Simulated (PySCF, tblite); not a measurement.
# C₃H₆O₄Si: geometry, infrared bands and NMR shifts

Aim: predict the infrared bands and NMR shifts of C₃H₆O₄Si (`COC(=O)C(=O)O[SiH3]`).

Programs: tblite 0.8.0 and PySCF 2.14.0, with density-fitted response routines of our own. Each step states its level of theory. These are calculated values for one molecule in the gas phase, unless marked as measured. Atoms are numbered from 0 throughout.

## (1) Starting geometry

14 atoms, charge 0, multiplicity 1; geometry from: force field or distance geometry start.

Bonds of the start (Å): C0–O1 1.43, O1–C2 1.39, C2–O3 1.27, C2–C4 1.47, C4–O5 1.26, C4–O6 1.39, O6–Si7 1.74, C0–H8 1.12, C0–H9 1.13, C0–H10 1.10, Si7–H11 1.48, Si7–H12 1.47, Si7–H13 1.46.

## (2) Geometry optimisation with GFN2-xTB

What the job is given:

```
{"job": {"kind": "relax", "xc": "GFN2-xTB", "basis": "xTB"}, "charge": 0, "multiplicity": 1}
C      3.213600     0.034500     0.423600
O      1.851500     0.278800     0.772800
C      0.792500    -0.193700     0.006400
O      1.080200    -0.829300    -1.053800
C     -0.599100     0.069800     0.408100
O     -0.773000     0.729600     1.468500
O     -1.693700    -0.358400    -0.332000
Si    -3.277000     0.030500     0.274200
H      3.242400    -0.872400    -0.231000
H      3.719800    -0.163800     1.410800
H      3.678400     0.867700    -0.114500
H     -4.212600    -1.100400     0.049200
H     -3.787000     1.151400    -0.520400
H     -3.236600     0.355200     1.696000
```

The run is started by

```console
$ OMP_NUM_THREADS=1 python probes_run.py task.json out
```

The driver reads the jobs from task.json and runs them one after another.

**Question.** This job is followed by: GFN2-xTB harmonic vibrations, gas phase; GIAO PBE0/pcSseg-1 NMR shielding, non-relativistic, gas phase. What will the session give for the following? strongest single infrared mode (GFN2-xTB); zero-point energy (GFN2-xTB); 13C shifts against TMS (PBE0/pcSseg-1); 1H shifts against TMS (PBE0/pcSseg-1, means over atoms taken as alike); 17O shifts against H2O (PBE0/pcSseg-1); 29Si shifts against TMS (PBE0/pcSseg-1).

**Answer**, as computed:

| quantity | value |
| --- | --- |
| strongest single infrared mode (GFN2-xTB) | 1776 cm⁻¹, 486 km/mol |
| zero-point energy (GFN2-xTB) | 54.8 kcal/mol |
| 13C shifts against TMS (PBE0/pcSseg-1) | 165.6, 164.8, 53.5 ppm |
| 1H shifts against TMS (PBE0/pcSseg-1, means over atoms taken as alike) | 4.94, 4.16 ppm |
| 17O shifts against H2O (PBE0/pcSseg-1) | 453.0, 431.9, 191.9, 183.4 ppm |
| 29Si shifts against TMS (PBE0/pcSseg-1) | -36.0 ppm |

What this shows: Over 99 steps the energy fell by 1.083 eV; of the close pairs, C4–O6 changed most, 1.389 to 1.307 Å. The lowest mode is slightly imaginary (6i cm⁻¹), a soft motion within the noise of the Hessian, so the minimum is not strictly shown. The strongest single mode, at 1776 cm⁻¹, moves mainly C2 and O3. Unscaled tight-binding wavenumbers are off by several per cent, some by more. Its intensities can rank the bands wrongly. C2 (ester carbonyl carbon) lies farthest downfield among carbon, at 165.6 ppm; it is a carbonyl in resonance with an O or N lone pair, the region of acids, esters and amides.
